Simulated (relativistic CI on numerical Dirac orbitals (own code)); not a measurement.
# Au⁵⁺ (5d6) in crystal fields: levels and magnetism

How does a crystal field split the 5d6 shell of Au⁵⁺, and what follows for the ground state and χT? 6 fields tried.

Method: Dirac-Coulomb-Breit CI, KLI orbitals optimised for each configuration, model QED (radiative potential, 1s self-energy scaled to tabulated hydrogen-like ionisation energies), valence Slater integrals scaled by 0.9, one configuration in a parametric crystal field. Code: relativistic CI on numerical Dirac orbitals (own code) version 1.

**1. Starting point**

```
ion            : Au⁵⁺ (Au VI)
nuclear charge : 79
electrons      : 74
open shell     : 5d6
Slater scale   : 0.9
field 1 (cm⁻¹) : D4h, 10Dq = 37800, Ds = -1500, Dt = 510
field 2 (cm⁻¹) : D4h, 10Dq = 37800, Ds = -1090, Dt = 510
field 3 (cm⁻¹) : D4h, 10Dq = 37800, Ds = -680, Dt = 510
field 4 (cm⁻¹) : D4h, 10Dq = 37800, Ds = -270, Dt = 510
field 5 (cm⁻¹) : D4h, 10Dq = 37800, Ds = 140, Dt = 510
field 6 (cm⁻¹) : D4h, 10Dq = 37800, Ds = 550, Dt = 510
```

The outer shells:

[Xe] 4f14 5d6
```
[Xe] core
4f [↑↓][↑↓][↑↓][↑↓][↑↓][↑↓][↑↓]
5d [↑↓][↑ ][↑ ][↑ ][↑ ]
```

**2. Field 1: D4h, 10Dq = 37800, Ds = -1500, Dt = 510**

Settings of the run:

```ini
atom Au  Z=79  charge=5  electrons=74
nucleus A=197  rms_radius_fm=5.4371
hamiltonian dirac-coulomb  breit=on  qed=on  c_scale=1
orbitals kli  potential=per-configuration
slater_scale 0.9
correlation none
mixing on
configurations
  [Xe] 4f14 5d6
end
crystal_field D4h 10Dq=37800 Ds=-1500 Dt=510
```

**3. Field 2: D4h, 10Dq = 37800, Ds = -1090, Dt = 510**

Settings: those of step 2 with these lines changed.

```diff
@@ -10,2 +10,2 @@
 end
-crystal_field D4h 10Dq=37800 Ds=-1500 Dt=510
+crystal_field D4h 10Dq=37800 Ds=-1090 Dt=510
```

**4. Field 3: D4h, 10Dq = 37800, Ds = -680, Dt = 510**

Settings: those of step 3 with these lines changed.

```diff
@@ -10,2 +10,2 @@
 end
-crystal_field D4h 10Dq=37800 Ds=-1090 Dt=510
+crystal_field D4h 10Dq=37800 Ds=-680 Dt=510
```

**5. Field 4: D4h, 10Dq = 37800, Ds = -270, Dt = 510**

Settings: those of step 4 with these lines changed.

```diff
@@ -10,2 +10,2 @@
 end
-crystal_field D4h 10Dq=37800 Ds=-680 Dt=510
+crystal_field D4h 10Dq=37800 Ds=-270 Dt=510
```

**6. Field 5: D4h, 10Dq = 37800, Ds = 140, Dt = 510**

Settings: those of step 5 with these lines changed.

```diff
@@ -10,2 +10,2 @@
 end
-crystal_field D4h 10Dq=37800 Ds=-270 Dt=510
+crystal_field D4h 10Dq=37800 Ds=140 Dt=510
```

**7. Field 6: D4h, 10Dq = 37800, Ds = 550, Dt = 510**

Settings: those of step 6 with these lines changed.

```diff
@@ -10,2 +10,2 @@
 end
-crystal_field D4h 10Dq=37800 Ds=140 Dt=510
+crystal_field D4h 10Dq=37800 Ds=550 Dt=510
```

(Steps that only read results are left out.)

**Question.** What will these runs give? Wanted: ground spin.

**Answer**, as computed:

| field | ground state | degeneracy | S | J | first gap (cm⁻¹) | stabilisation (cm⁻¹) | χT at 2 K | χT at 300 K |
| --- | --- | --- | --- | --- | --- | --- | --- | --- |
| 1: D4h | A1 | 1 | 0.34 | 4.31 | 19626 | -45880 | 0.000 | 0.043 |
| 2: D4h | A1 | 1 | 0.34 | 4.31 | 20395 | -45862 | 0.000 | 0.042 |
| 3: D4h | A1 | 1 | 0.34 | 4.31 | 20776 | -45852 | 0.000 | 0.042 |
| 4: D4h | A1 | 1 | 0.34 | 4.31 | 20265 | -45848 | 0.000 | 0.042 |
| 5: D4h | A1 | 1 | 0.34 | 4.31 | 19733 | -45851 | 0.000 | 0.042 |
| 6: D4h | A1 | 1 | 0.34 | 4.31 | 19178 | -45860 | 0.000 | 0.043 |

χT is in cm³ K/mol; stabilisation counts from the free ion's lowest level; S and J come from the expectation values of their squares.

| quantity | value |
| --- | --- |
| ground spin (effective S from ⟨S²⟩) | 1: 0.34, 2: 0.34, 3: 0.34, 4: 0.34, 5: 0.34, 6: 0.34 |
| χT at 300 K | 0.04 to 0.04 cm³ K/mol |

S of the ground state lies at 0.34: spin-orbit coupling mixes spin states. Fields 1, 2, 3, 4, 5, 6 leave a non-degenerate ground state well apart, so χT falls towards zero on cooling. The field is a set of parameters, without covalency or charge transfer.
